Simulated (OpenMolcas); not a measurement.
**Ru⁵⁺ among point charges: CASSCF and CASPT2 levels and susceptibility**

How does a field of 6 point charges split the states of Ru⁵⁺, and what χT follows?

The numbers are computed with OpenMolcas 26.06 (state-averaged CASSCF and CASPT2, spin-orbit coupling by RASSI with atomic mean-field integrals), except any that are marked as measured or tabulated.

## 1. The atom as given

| Property | Result |
| --- | --- |
| Species | Ru⁵⁺ (ruthenium, Z = 44, 39 electrons) |
| Basis | ANO-RCC-VDZP [6s5p3d1f], 43 functions |
| Scalar Hamiltonian | DKH2, point nucleus |
| Inactive shells | 1s 2s 2p 3s 3p 3d 4s 4p |
| Active space | 3 electrons in 5 orbitals (4d) |
| Some configurations of this space | 4d3 |
| Orbitals | optimised for each spin and parity, averaged over all roots |

The outer shells:

4d3
```
4d [↑ ][↑ ][↑ ][  ][  ]
```

The ion sits among 6 point charges of -1.7 e arranged as an octahedron (Oh), 1.75 Å from the ion.

Each step is its own input file, run in one work folder so that later steps find the files of earlier ones. Labels, J, g values, rates, χT and fits are worked out afterwards by a script from the matrices that RASSI stores. The input lists half of the charges; inversion (Group=XYZ) makes the rest.

## 2. GATEWAY and SEWARD: basis and integrals

a.inp

```
&GATEWAY
Coord
1

Ru 0.0 0.0 0.0
Basis=ANO-RCC-VDZP
Group=XYZ
NoMove
AngMom=0.0 0.0 0.0
AMFI
XField
3 Angstrom 0
1.750000 0.000000 0.000000 -1.700000
0.000000 1.750000 0.000000 -1.700000
0.000000 0.000000 1.750000 -1.700000
&SEWARD
```

On the command line:

```console
$ OMP_NUM_THREADS=1 MOLCAS_MEM=1689 MOLCAS_PROJECT=a pymolcas a.inp > a.log
```

## 3. Reference wave functions, quartets of even parity, 10 roots

a.inp

```
&RASSCF
FileOrb=start.orb
Symmetry=1
Spin=4
nActEl=3 0 0
Inactive=9 9
Ras2=5 0
CIRoot=10 10 1
SDav=10
CIMx=300
Iter=120 100
PrWF=0.3
OrbListing=Nothing
MaxOrb=0
>>> COPY $Project.JobIph JOB001
```

start.orb holds the contracted functions of the basis, ordered by shell, or the orbitals of the step before.

## 4. CASSCF: doublets of even parity, 40 roots

a.inp

```
&RASSCF
FileOrb=start.orb
Symmetry=1
Spin=2
nActEl=3 0 0
Inactive=9 9
Ras2=5 0
CIRoot=40 40 1
SDav=40
CIMx=300
Iter=120 100
PrWF=0.3
OrbListing=Nothing
MaxOrb=0
>>> COPY $Project.JobIph JOB002
```

## 5. RASSI: spin-orbit coupling between the states

a.inp

```
&RASSI
NrOfJobIphs=2 10 40
1 2 3 4 5 6 7 8 9 10
1 2 3 4 5 6 7 8 9 10 11 12 13 14 15 16 17 18 19 20 21 22 23 24 25 26 27
28 29 30 31 32 33 34 35 36 37 38 39 40
IphNames
JOB001
JOB002
EJob
SpinOrbit
DIPRint=1.0
SOCoupling=1000.0
Subsets=2
Property=9
'ANGMOM' 1 'ANGMOM' 2 'ANGMOM' 3 'MLTPL  1' 1 'MLTPL  1' 2 'MLTPL  1' 3
'AMFI' 1 'AMFI' 2 'AMFI' 3
SOProperty=3
'ANGMOM' 1 'ANGMOM' 2 'ANGMOM' 3
```

## 6. CASPT2: IPEA 0.25, imaginary shift 0.1 (closed shells correlated: 4s 4p)

a.inp

```
>>> COPY JOB001 $Project.JobIph
&CASPT2
Multistate=10 1 2 3 4 5 6 7 8 9 10
NoMult
Frozen=8 6
IPEA=0.25
Imaginary=0.1
MaxIter=60
WThr=0.0 0.3 0.05
PrWF=0.5
NoMix
>>> COPY JOB002 $Project.JobIph
&CASPT2
Multistate=40 1 2 3 4 5 6 7 8 9 10 11 12 13 14 15 16 17 18 19 20 21 22
23 24 25 26 27 28 29 30 31 32 33 34 35 36 37 38 39 40
NoMult
Frozen=8 6
IPEA=0.25
Imaginary=0.1
MaxIter=60
WThr=0.0 0.3 0.05
PrWF=0.5
NoMix
```

(Steps that only read results are left out.)

What does the calculation give? Wanted: spin-free ground state; first state of the same spin within the active space; lowest level; next level.

The runs gave:

| quantity | value |
| --- | --- |
| method | SS-CASPT2, IPEA 0.25, imaginary shift 0.1 (closed shells correlated: 4s 4p) |
| spin-free ground state | 4A2, 1-fold in its orbital part |
| first state of the same spin within the active space | 4T2 at 10100 cm⁻¹ |
| lowest level | 4-fold Γ8 |
| next level | 9732.6 cm⁻¹ |
| χT at 300 K | 1.25 cm³ K/mol |
| effective moment at 300 K | 3.16 μB |

Cost by method:

| method | time of its own steps | time with the reference |
| --- | --- | --- |
| A. CASSCF | 9.4 s | 9.4 s |
| B. SS-CASPT2, IPEA 0.25, imaginary shift 0.1, +4s 4p | 3.5 s | 13 s |

Times are of one thread on a shared host.

**Reading.** The spin-free ground state (4A2) comes to 100 % from free-ion F terms and keeps the highest spin of the shell. χT at 300 K is 1.25, against 1.88 cm³ K/mol for the spin alone, so spin-orbit coupling lowers it. CASPT2 does not keep the components of a term degenerate, and the means are used. The field of point charges can differ much from that of real complexes. Point charges carry no covalency, so the field is a model and not that of real ligands.
